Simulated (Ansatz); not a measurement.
# CHClOSi (SMILES O[Si]#CCl): functionals against CCSD(T) at one geometry

Aim: energy, forces and dipole at a structure displaced at random from a GFN2-xTB minimum, from CCSD(T) and from density functionals.

Computed with Ansatz 0.2.0, Gaussian basis. Level: single points in def2-TZVPP.

Correlated methods freeze the cores.

**1. The starting structure**

SMILES `O[Si]#CCl`, 5 atoms, charge 0, spin multiplicity 1.

Atoms are counted from 1 here; the program's logs count them from 0.

Bond lengths: O1–Si2 1.622 Å, O1–H5 0.925 Å, Si2–C3 1.766 Å, C3–Cl4 1.820 Å. Angles: Si2–O1–H5 133.2°, O1–Si2–C3 160.0°, Si2–C3–Cl4 124.0°.

As a file:

```mol
CHClOSi
  3D, bonds by distance, orders not assigned

  5  4  0  0  0  0  0  0  0  0999 V2000
   -0.5546    1.7338    0.0955 O   0  0
   -0.1307    0.1680    0.0948 Si  0  0
    0.8839   -1.2769    0.1472 C   0  0
    0.2324   -2.9737    0.2411 Cl  0  0
   -0.4812    2.4107   -0.5310 H   0  0
  1  2  8  0
  1  5  8  0
  2  3  8  0
  3  4  8  0
M  END
```

**2. CCSD(T)/def2-TZVPP**

The input, run/in.yaml:

```yaml
crystal:
  periodic: [false, false, false]
  atoms:
    - {symbol: O, position_ang: [-0.554600, 1.733800, 0.095500]}
    - {symbol: Si, position_ang: [-0.130700, 0.168000, 0.094800]}
    - {symbol: C, position_ang: [0.883900, -1.276900, 0.147200]}
    - {symbol: Cl, position_ang: [0.232400, -2.973700, 0.241100]}
    - {symbol: H, position_ang: [-0.481200, 2.410700, -0.531000]}
basis:
  gaussian: {orbitals: def2-TZVPP}
correlation: {method: ccsd_t}
output: {forces: true}
```

No record of the launch command was kept for these runs.

**3. PBE0-D4/def2-TZVPP**

Edit run/in.yaml of step 2 so:

```diff
@@ -10,3 +10,3 @@
   gaussian: {orbitals: def2-TZVPP}
-correlation: {method: ccsd_t}
-output: {forces: true}
+hamiltonian: {xc: pbe0, dispersion: d4}
+output: {forces: true, orbitals: {seedname: orbitals}}
```

**4. wB97M-V/def2-TZVPP**

Edit run/in.yaml of step 3 so:

```diff
@@ -10,3 +10,3 @@
   gaussian: {orbitals: def2-TZVPP}
-hamiltonian: {xc: pbe0, dispersion: d4}
-output: {forces: true, orbitals: {seedname: orbitals}}
+hamiltonian: {xc: {name: wB97M-V}}
+output: {forces: true}
```

**5. r2SCAN-D4/def2-TZVPP**

Edit run/in.yaml of step 4 so:

```diff
@@ -10,3 +10,3 @@
   gaussian: {orbitals: def2-TZVPP}
-hamiltonian: {xc: {name: wB97M-V}}
+hamiltonian: {xc: r2scan, dispersion: d4}
 output: {forces: true}
```

**6. PBE-D4/def2-TZVPP**

Edit run/in.yaml of step 5 so:

```diff
@@ -10,3 +10,3 @@
   gaussian: {orbitals: def2-TZVPP}
-hamiltonian: {xc: r2scan, dispersion: d4}
+hamiltonian: {xc: pbe, dispersion: d4}
 output: {forces: true}
```

**7. wB97X-V/def2-TZVPP**

Edit run/in.yaml of step 6 so:

```diff
@@ -10,3 +10,3 @@
   gaussian: {orbitals: def2-TZVPP}
-hamiltonian: {xc: pbe, dispersion: d4}
+hamiltonian: {xc: {name: wB97X-V}}
 output: {forces: true}
```

**8. LC-wPBE/def2-TZVPP**

Edit run/in.yaml of step 7 so:

```diff
@@ -10,3 +10,3 @@
   gaussian: {orbitals: def2-TZVPP}
-hamiltonian: {xc: {name: wB97X-V}}
+hamiltonian: {xc: {name: LC-wPBE}}
 output: {forces: true}
```

(Steps that only read results are left out.)

Q: Predict the outcome of this session. Wanted: energy less free atoms, CCSD(T)/def2-TZVPP; RMS force component; RMS force error; HOMO and LUMO, PBE0-D4; T1 diagnostic.

**Answer**, as computed:

| quantity | value |
| --- | --- |
| energy less free atoms, CCSD(T)/def2-TZVPP | -1486.9 kJ/mol |
| RMS force component | 0.999 to 1.253 eV/Å over the methods |
| RMS force error | PBE0-D4 0.210, wB97M-V 0.201, r2SCAN-D4 0.136, PBE-D4 0.217, wB97X-V 0.275, LC-wPBE 0.467 eV/Å |
| HOMO and LUMO, PBE0-D4 | -6.12 and -2.89 eV |
| T1 diagnostic | 0.022 |

In words: Against CCSD(T) the functionals' energies less atoms differ by -156.2 to +25.7 kJ/mol, PBE-D4 by -156.2 kJ/mol. A larger basis would deepen the CCSD(T) value, while the functionals are nearly converged already, so the order here is not reliable. The forces of r2SCAN-D4 come nearest to CCSD(T), those of LC-wPBE are farthest. The restricted Hartree–Fock reference is unstable towards an unrestricted one at one or more of these structures.
